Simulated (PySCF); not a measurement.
**C3H6BN: electronic excitations**

Wanted: the electronic excitations of C3H6BN (`C#[N+][BH2-]C=C`), by calculation.

Computed with PySCF 2.14.0, with density-fitted response routines of our own, on a single molecule in the gas phase. Atoms count from 0, in the outputs and in this text.

### 1 The starting structure

11 atoms, charge 0, multiplicity 1; geometry from: GFN2-xTB.

Bonds of the start (Å): C0–N1 1.15, N1–B2 1.45, B2–C3 1.62, C3–C4 1.32, C0–H5 1.05, B2–H6 1.19, B2–H7 1.19, C3–H8 1.08, C4–H9 1.08, C4–H10 1.08.

### 2 Ultraviolet spectrum: CAM-B3LYP/def2-SVPD

What the job is given:

```
{"job": {"kind": "uv", "xc": "CAM-B3LYP", "basis": "def2-SVPD", "nstates": 8, "ntriplets": 3}, "charge": 0, "multiplicity": 1}
C      2.012266     1.151119     0.394415
N      1.363947     0.202546     0.371466
B      0.463716    -0.931234     0.284462
C     -0.741104    -0.392901    -0.656762
C     -1.768140     0.320883    -0.231853
H      2.602457     2.021512     0.413981
H      0.118499    -1.165589     1.399233
H      1.085855    -1.818379    -0.209385
H     -0.693512    -0.640144    -1.712015
H     -2.565632     0.650674    -0.884056
H     -1.872929     0.604184     0.804550
```

Method: TDDFT CAM-B3LYP/def2-SVPD, vertical, gas phase, core orbitals frozen in the response.

Run with:

```
$ OMP_NUM_THREADS=1 python probes_run.py task.json out
```

One launch serves the whole session: the jobs run in the order shown.

Standard output:

```text
coarse grid: 9128 points
cycle   1  E = -197.0807671648  dE =  6.951e-01  |g| = 4.896e-01  |ddm| = 5.525e+00
cycle   2  E = -197.0073394836  dE =  7.343e-02  |g| = 8.009e-01  |ddm| = 1.624e+00
cycle   3  E = -197.1605275994  dE = -1.532e-01  |g| = 9.451e-02  |ddm| = 9.391e-01
cycle   4  E = -197.1622645763  dE = -1.737e-03  |g| = 4.865e-02  |ddm| = 1.726e-01
cycle   5  E = -197.1627800883  dE = -5.155e-04  |g| = 5.904e-03  |ddm| = 7.510e-02
cycle   6  E = -197.1627883763  dE = -8.288e-06  |g| = 3.098e-03  |ddm| = 1.496e-02
final grid: 88056 points
cycle   7  E = -197.2007601456  dE = -2.425e-05  |g| = 4.735e-03  |ddm| = 6.442e-02
cycle   8  E = -197.2007582401  dE =  1.905e-06  |g| = 5.596e-03  |ddm| = 1.501e-02
cycle   9  E = -197.2007660117  dE = -7.772e-06  |g| = 6.370e-04  |ddm| = 7.129e-03
cycle  10  E = -197.2007660992  dE = -8.751e-08  |g| = 2.292e-04  |ddm| = 1.008e-03
cycle  11  E = -197.2007661078  dE = -8.597e-09  |g| = 1.351e-04  |ddm| = 3.413e-04
cycle  12  E = -197.2007661117  dE = -3.890e-09  |g| = 1.116e-05  |ddm| = 1.594e-04
cycle  13  E = -197.2007661117  dE = -5.207e-11  |g| = 4.197e-06  |ddm| = 3.153e-05
converged SCF energy = -197.2007661117

Static polarisability (au): isotropic 61.999, principal 48.970 60.982 76.044

Singlet excitations
state   eV       nm        f      main configurations
  1   5.3189    233.1   0.02406   H->L 0.85, H-2->L 0.11
  2   5.4586    227.1   0.00073   H->L+1 0.82, H-1->L 0.10
  3   5.5936    221.7   0.01299   H-1->L+1 0.56, H-2->L 0.25, H->L 0.08
  4   5.7395    216.0   0.01564   H-2->L 0.32, H-1->L 0.29, H-2->L+1 0.17
  5   5.7630    215.1   0.01880   H-2->L 0.28, H-1->L+1 0.26, H-1->L 0.19
  6   6.7016    185.0   0.20393   H-2->L+1 0.48, H-1->L 0.24, H-1->L+4 0.10
  7   7.0163    176.7   0.01516   H->L+2 0.35, H-1->L+4 0.21, H->L+3 0.12
  8   7.1195    174.1   0.33627   H-1->L+4 0.26, H->L+3 0.18, H->L+2 0.13

Triplet excitations (Tamm-Dancoff, eV): 4.2869 4.8634 5.1444
```

It took 27 s on 1 thread of Arm Neoverse N1, shared host; peak memory 0.61 GiB.

Frontier orbitals and where they lie:

| orbital | eV | atoms |
| --- | --- | --- |
| HOMO−3 | -11.48 | C4 21 %, C3 16 %, B2 15 % |
| HOMO−2 | -9.45 | B2 34 %, H7 23 %, H6 12 % |
| HOMO−1 | -9.19 | C3 28 %, B2 22 %, C4 10 % |
| HOMO | -8.37 | C4 40 %, C3 38 %, B2 6 % |
| LUMO | -0.16 | C0 39 %, N1 32 %, H5 14 % |
| LUMO+1 | -0.10 | C0 40 %, N1 34 %, H5 15 % |
| LUMO+2 | 0.96 | C0 53 %, H5 31 %, B2 9 % |

With each of the 8 states as a Gaussian band of 0.4 eV half-width at 1/e, the curve within the window shown has maxima at 221 nm (ε 2,400), 177 nm (ε 18,000) L/(mol cm). Beyond the last state computed it falls off for lack of states. The curve at chosen wavelengths:

(nm, ε (L/mol/cm)): (167, 8310), (171, 14055), (175, 17451), (178, 17663), (182, 15594), (186, 12146), (190, 8378), (194, 5110), (197, 3333), (201, 1981), (205, 1573), (209, 1709), (213, 2022), (216, 2223), (220, 2353), (224, 2307), (228, 2119), (232, 1839), (235, 1596), (239, 1263), (243, 948), (247, 675), (251, 456), (254, 328), (258, 203), (262, 120)

Ground-state properties from the same run:

```csv
property,computed
dipole moment (D),5.59
polarisability (Å³),9.19
HOMO–LUMO gap (eV),8.21
−ε(HOMO) (eV),8.37
```

### 3 What came out

```
                                quantity                        value
    lowest singlet (CAM-B3LYP/def2-SVPD)  5.32 eV (233 nm), f = 0.024
brightest single state of those computed  state 8, 7.12 eV, f = 0.336
                          lowest triplet                      4.29 eV
```

In words: The lowest singlet, at 5.32 eV, is HOMO→LUMO 0.85, HOMO−2→LUMO 0.11 and is weak; of the 8 states computed, the strongest absorption comes from state 8 at 7.12 eV (the last computed, so partners may be missing). The lowest triplet lies 1.03 eV below the lowest singlet (triplets in Tamm-Dancoff, singlets in full TDDFT).
